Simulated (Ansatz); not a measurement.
# Si₂W: a line through a two-coordinate scan

How does the energy of Si₂W (I4/mmm, No. 139; 3 atoms in the cell) vary with c/a of the conventional cell at fixed volume, at shift of Si1 along [0 0 1] = 0.250 Å?

Program: Ansatz 0.2.0. Level of theory: DFT PBE, scalar-relativistic, plane waves, PAW. These are calculated values, not measurements.

15 further runs of the same task are left out: 15 set aside as unsound or not needed.

## Step 1: The system as given

The structure is tetragonal, space group I4/mmm (No. 139). The conventional cell has a = 3.229 Å, b = 3.229 Å, c = 7.867 Å, α = 90.00°, β = 90.00°, γ = 90.00°. Around Si (site symmetry 4mm) lie 5 Si at 2.60 to 2.64 Å and 5 W at 2.63 Å. W (site symmetry 4/mmm) has 10 Si at 2.63 Å as nearest neighbours.

Coordinates:

```
CELL_PARAMETERS angstrom
-1.61465 1.61465 3.93361
1.61465 -1.61465 3.93361
1.61465 1.61465 -3.93361
ATOMIC_POSITIONS crystal
Si 0.33457 0.33457 0.00000
Si 0.66543 0.66543 0.00000
W 0.00000 0.00000 0.00000
```

It is the result of an earlier relaxation at this level (volume 13.67 Å³/atom; gap on the mesh: none (metal)).

## Step 2: Plan of the line

Atoms count from 1 in the order of the input.

The energy is mapped over a free internal coordinate and the cell.

The axes are (1) shift of Si1 along [0 0 1], its symmetry partners moved as symmetry demands (measured in the relaxed cell): 7 values from −0.250 Å; (2) c/a of the conventional cell at fixed volume: 7 values from 2.119 to 2.753.

Nothing else is relaxed (all other coordinates fixed). Energies count from the relaxed crystal. Points are written as (first, second).

## Step 3: The run at (0.250 Å, 2.119)

input.yaml reads:

```yaml
crystal:
  lattice:
    - [-1.6913662915, 1.6913662915, 3.5848508548]
    - [1.6913662915, -1.6913662915, 3.5848508548]
    - [1.6913662915, 1.6913662915, -3.5848508548]
  atoms:
    - { symbol: Si, position: [0.3663500835, 0.3663500835, 0.0] }
    - { symbol: Si, position: [0.6336499165, 0.6336499165, 0.0] }
    - { symbol: W, position: [0.0, 0.0, 0.0] }
basis:
  ecutwfc: 420
kpoints:
  mp_grid: { grid: [18, 18, 18] }
hamiltonian:
  xc: pbe
  pseudopotentials: { kind: paw, azcp: { folder: soft_1 } }
scf:
  occupations: { method: gaussian, width: 0.15 }
output:
  forces: true
  stress: true
  eigenvalues: true
```

Run with:

```
$ ansatz run input.yaml --threads 2 --pin off --max-ram 4096MiB --backend cpu --events-out ev --progress --plain --runs-dir out
```

The session goes on with these runs: the other points of the line.

Before running it: what results should come out? Wanted: for each run, c/a of the conventional cell at fixed volume; energy; slope; pressure; largest force on an atom.

As calculated:

```
c/a of the conventional cell at fixed volume  step  energy (meV/atom)  slope (meV/atom per unit)  pressure (GPa)  largest force on an atom (eV/Å)
                                       2.119     3                985                      −2237            26.9                             11.4
                                       2.225     4                778                      −1673            23.0                             10.1
                                       2.331     5                631                      −1113            20.6                              8.9
                                       2.436     6                541                       −608            19.5                              7.8
                                       2.542     –                500                       −197            19.5                              6.7
                                       2.647     7                497                        129            20.4                              5.9
                                       2.753     8                524                        383            22.0                              5.1
```

Energies count from the relaxed crystal. Rows without a step come from runs not printed here or follow by symmetry. Slopes come from the forces (and the stress, where the cell changes), not from differences of energies.

What this shows: The lowest point of the line is at 2.647, 497 meV/atom from the zero. A fit to energies and slopes at the lowest point and its two neighbours puts the minimum at 2.6025, with a curvature of about 3000 meV/atom per (unit)². The highest point computed, at 2.119, lies 488 meV/atom above the lowest. This is one cut through a surface in two coordinates; the map's lowest point lies off it. The runs treat W without spin-orbit coupling.
